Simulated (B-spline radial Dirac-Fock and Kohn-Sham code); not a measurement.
# Ho⁴¹⁺: core levels and X-ray properties

What does theory give for holmium as Ho⁴¹⁺? The session works out its X-ray form factor and Compton profile, the binding energy of each subshell and how cheaper methods do for the levels.

Program: B-spline radial Dirac-Fock and Kohn-Sham code, version 2. Model: a free atom or ion on a radial basis; each step names its model. All values are calculated, but those marked as tabulated.

## 1. The atom as given

Holmium as Ho⁴¹⁺ in the configuration [Ar] 3d8.

| Item | Value |
| --- | --- |
| nuclear charge | 67 |
| electrons | 26 |
| mass number | 165 |
| nuclear rms radius | 5.2022 fm |

Outer shells as boxes (Hund's rule, for the drawing alone; heavy ions are jj-coupled, and the calculation averages over the configuration):

```
[Ar] core
3d [↑↓][↑↓][↑↓][↑ ][↑ ]
```

## 2. Scattering by the electron cloud

Model: Dirac-Fock average of configuration, finite nucleus; form factor of the spherical density, Waller-Hartree incoherent function, impulse-approximation Compton profiles.

Settings, as recorded:

```ini
task = scatter
Z = 67
charge = 41
configuration = 1s2 2s2 2p6 3s2 3p6 3d8
mass_number = 165
rms_radius = 5.2022  # fm
s = [0.0, 0.05, 0.1, 0.15, 0.2, 0.25, 0.3, 0.35, 0.4, 0.45, 0.5, 0.6, 0.7, 0.8, 0.9, 1.0, 1.1, 1.2, 1.4, 1.6, 1.8, 2.0, 2.5, 3.0, 3.5, 4.0, 5.0, 6.0]  # 1/A
pz = [0, 0.1, 0.14, 0.21, 0.29, 0.42, 0.6, 0.87, 1.2, 1.8, 2.5, 3.7, 5.2, 7.5, 11.0, 15.0, 22.0, 32.0, 45.0, 65.0, 93.0]  # a.u.
photon_energy = [1000, 8047.8, 17479.3, 30000, 50000, 100000, 200000, 1000000]  # eV
```

## 3. Binding energies

Model: Dirac-Fock average of configuration, Delta-SCF, finite nucleus, first-order Breit with its frequency dependence, self-energy and vacuum polarisation.

Recorded inputs:

```ini
task = binding
```

## 4. Dirac LDA, for comparison

Model: Dirac-Kohn-Sham LDA (Slater exchange, VWN correlation), finite nucleus, spherical and without spin polarisation.

Recorded inputs:

```ini
task = binding-ladder
method = lda,vwn
relativity = dirac
```

## 5. non-relativistic HF, for comparison

Model: non-relativistic Hartree-Fock, average of configuration, point nucleus.

Settings, as recorded:

```ini
task = binding-ladder
method = hf
relativity = nr
```

(Steps that only read results are left out.)

**Question.** What will these runs give? Wanted: rms radius of the electron cloud; form factor halves at; Compton profile at zero; deepest level listed, K; least bound, M4,5; Kα1; Dirac LDA, K: eigenvalue / ΔSCF; non-relativistic HF, 1s: eigenvalue / ΔSCF.

**Answer**, as computed:

| quantity | value |
| --- | --- |
| rms radius of the electron cloud | 0.183 bohr |
| form factor halves at | 1.8 1/Å |
| Compton profile at zero | 1.006 1/a.u. |
| deepest level listed, K (1s) | 57701.4 eV |
| least bound, M4,5 (3d) | 3260.9 eV |
| Kα1 | 47596.1 eV |
| ionisation energy, NIST (theoretical) | 3238.00 eV |
| Dirac LDA, K: eigenvalue / ΔSCF | 57421.4 / 57941.3 eV |
| non-relativistic HF, 1s: eigenvalue / ΔSCF | 54311.7 / 54271.4 eV |

What this shows: The form factor starts at the 26 electrons and halves by s = 1.8 1/Å. Incoherent scattering outweighs coherent from 1000 keV on, among the energies asked. For K (1s), relaxation takes off 46.5 eV, Breit terms shift it by -165.10 and QED by -85.87 eV. NIST's ionisation energy differs by -22.86 eV from the least binding energy; the calculation averages open shells over their j components and terms. Dirac LDA misses the K level by -0.5 % with its eigenvalue and by +0.4 % with ΔSCF. Breit and QED terms, which only the reference holds, shift this level by tenths of a per cent, so the eigenvalue's nearness can be cancellation. Non-relativistic HF misses the 1s level by -5.9 % with its eigenvalue and by -5.9 % with ΔSCF, as relativity is missing. The Hartree-Fock and Dirac-Fock values hold no electron correlation.
